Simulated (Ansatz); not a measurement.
**GaP₂H (singlet): the correlation ladder at distance P2–P3 = 1.527 Å, cc-pVDZ**

How much of the correlation energy of GaP₂H (singlet) does each wave-function method recover here?

Program: Ansatz 0.2.0, Gaussian basis. Level of theory: cc-pVDZ, core rule «outside noble gas», up to 24 orbitals frozen. These are calculated values, not measurements.

To be run: UHF; CCSD(T) on RHF; BCCD(T) on RHF; CISD; CCSDT(Q) on RHF; CASSCF and MRCISD+Q, 2 electrons in 2 orbitals; CASSCF and NEVPT2, 2 electrons in 2 orbitals.

37 further runs of the same task are left out: 2 for a mislabelled method, 2 for a known fault of the program, 26 that didn't finish, 7 set aside as unsound or not needed.

### Step 1. What is computed

The geometry derives from a PBE0/def2-TZVP stationary point (not a proven minimum). One bond is set to the value named and the two fragments are kept rigid. No spin-orbit coupling is included. The filled d shell of Ga may be among the frozen orbitals whatever the setting's name suggests; the logs give the count.

4 atoms, charge 0, spin multiplicity 1.

Atoms are counted from 1 here; the program's logs count them from 0.

Bond lengths: Ga1–P2 2.452 Å, P2–P3 1.527 Å, P2–H4 1.608 Å. Angles: Ga1–P2–P3 168.7°, Ga1–P2–H4 53.9°, P3–P2–H4 114.8°.

### Step 2. UHF

Contents of in.yaml:

```yaml
crystal:
  periodic: [false, false, false]
  atoms:
    - {symbol: Ga, position_ang: [-0.000008, -0.250961, 2.000609]}
    - {symbol: P, position_ang: [0.000001, -0.433834, -0.444317]}
    - {symbol: P, position_ang: [-0.000008, -0.247172, -1.959865]}
    - {symbol: H, position_ang: [0.000014, 0.931967, 0.403572]}
basis:
  gaussian: {orbitals: cc-pVDZ}
magnetization: {spin_polarized: true, initial_magnetization: 0}
hamiltonian: {xc: hf}
output: {orbitals: {seedname: orbitals}}
```

Started as:

```sh
ansatz run in.yaml --threads 1 --pin off --events-out ev --progress --plain --max-ram 2393MiB
```

Further steps of the session: CCSD(T) on RHF; BCCD(T) on RHF; CISD; CCSDT(Q) on RHF; CASSCF and MRCISD+Q, 2 electrons in 2 orbitals; CASSCF and NEVPT2, 2 electrons in 2 orbitals.

Before running them: what should the planned runs give, taken together? Wanted: RCCSDT(Q) below the RHF energy; RMP2 from RCCSDT(Q); RCCSD from RCCSDT(Q); RCCSD(T) from RCCSDT(Q); NEVPT2 pair from RCCSDT(Q); T1 diagnostic.

**Answer**, as computed:

```
                         quantity          value
   RCCSDT(Q) below the RHF energy     -8.6704 eV
              RMP2 from RCCSDT(Q)  +133.8 kJ/mol
             RCCSD from RCCSDT(Q)   +40.9 kJ/mol
          RCCSD(T) from RCCSDT(Q)    +6.0 kJ/mol
       NEVPT2 pair from RCCSDT(Q)  +133.7 kJ/mol
levels within 1 kcal/mol (43 meV)         RCCSDT
                    T1 diagnostic          0.017
```

In words: RCCSD(T) lands +6.0 kJ/mol from the yardstick (0.7 % of the correlation energy). These misses are within one basis, not against nature.
